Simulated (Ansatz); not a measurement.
Geometry optimisation, Ansatz, DFT PBEsol, scalar-relativistic, plane waves, PAW.

Input file:

```yaml
accuracy: low
crystal:
  lattice:
    - [5.7948, 0.0, 0.0]
    - [-2.8974, 5.018444, 0.0]
    - [0.0, 0.0, 17.24455]
  atoms:
    - { symbol: W, position: [0.0, 0.0, 0.0579893] }
    - { symbol: C, position: [0.3333333, 0.1666667, 0.1400355] }
    - { symbol: W, position: [0.0, 0.0, 0.2220818] }
    - { symbol: C, position: [0.3333333, 0.1666667, 0.304128] }
    - { symbol: W, position: [0.0, 0.5, 0.0579893] }
    - { symbol: C, position: [0.3333333, 0.6666667, 0.1400355] }
    - { symbol: W, position: [0.0, 0.5, 0.2220818] }
    - { symbol: C, position: [0.3333333, 0.6666667, 0.304128] }
    - { symbol: W, position: [0.5, 0.0, 0.0579893] }
    - { symbol: C, position: [0.8333333, 0.1666667, 0.1400355] }
    - { symbol: W, position: [0.5, 0.0, 0.2220818] }
    - { symbol: C, position: [0.8333333, 0.1666667, 0.304128] }
    - { symbol: W, position: [0.5, 0.5, 0.0579893] }
    - { symbol: C, position: [0.8333333, 0.6666667, 0.1400355] }
    - { symbol: W, position: [0.5, 0.5, 0.2220818] }
    - { symbol: C, position: [0.8333333, 0.6666667, 0.304128] }
    - { symbol: Co, position: [0.5762862, 0.4203915, 0.3905321], spin: 1.0 }
magnetization:
  spin_polarized: true
basis:
  ecutwfc: 420.0
kpoints:
  mp_grid: { grid: [3, 3, 1] }
hamiltonian:
  xc: pbesol
  pseudopotentials: { kind: paw, azcp: { folder: soft_1 } }
scf:
  occupations: { method: fermi_dirac, width: 0.1 }
  lower_state_search: "off"
relax:
  f_tol: 0.08
  max_steps: 25
  adjacent_minimum: "off"
  constraints: [{ sites: [0, 4, 8, 12] }]
output:
  write_density: true
  write_potential: true
  elf: true
  volumetric_format: npy
```

Launched with:

```bash
$ ansatz run input.yaml --threads 4 --pin off --max-ram 10240MiB --backend cpu --events-out ev --progress --plain --runs-dir out
```

**Question.** Where does it end, and by what steps?

**Answer.** The forces met the threshold. The force dipped under the threshold on the way, but the program's further checks kept it going. Limits of this set-up: coarse k mesh, thin slab, slab without dipole correction, PAW files made for another functional, low accuracy level. After 11 steps the energy has fallen by 5.625 eV; Co17 moved furthest, 1.29 Å. Joined: C12–Co17 (2.96 → 1.83 Å).

| step | energy less start (eV) | largest force component (eV/Å) | accepted |
| --- | --- | --- | --- |
| 0 | 0.0000 | 5.127 | yes |
| 1 | -2.5909 | 3.820 | yes |
| 2 | -3.5563 | 1.814 | yes |
| 3 | -3.9116 | 0.687 | yes |
| 4 | -4.1788 | 1.470 | yes |
| 5 | -4.6278 | 1.928 | yes |
| 6 | -5.1913 | 1.614 | yes |
| 7 | -5.5551 | 0.574 | yes |
| 8 | -5.5939 | 0.342 | yes |
| 9 | -5.6220 | 0.180 | yes |
| 10 | -5.6250 | 0.011 | yes |
| 11 | -5.6250 | 0.011 | yes |

```xyz
17
Lattice="5.7948 0.0000 0.0000 -2.8974 5.0184 0.0000 0.0000 0.0000 17.2446" Properties=species:S:1:pos:R:3
W 0.000 0.000 1.000
C 1.444 0.833 2.320
W 0.001 -0.001 3.874
C 1.465 0.844 5.038
W -1.449 2.509 1.000
C 0.000 3.345 2.282
W -1.425 2.522 3.814
C 0.001 3.345 4.947
W 2.897 0.000 1.000
C 4.352 0.833 2.320
W 2.898 -0.027 3.814
C 4.333 0.844 5.037
W 1.449 2.509 1.000
C 2.898 3.352 2.320
W 1.427 2.522 3.814
C 2.899 3.328 5.038
Co 2.898 1.672 5.809
```

Run time: 4.1 min on 4 threads of Arm Neoverse V2, on a shared host, peak memory 1.5 GiB.
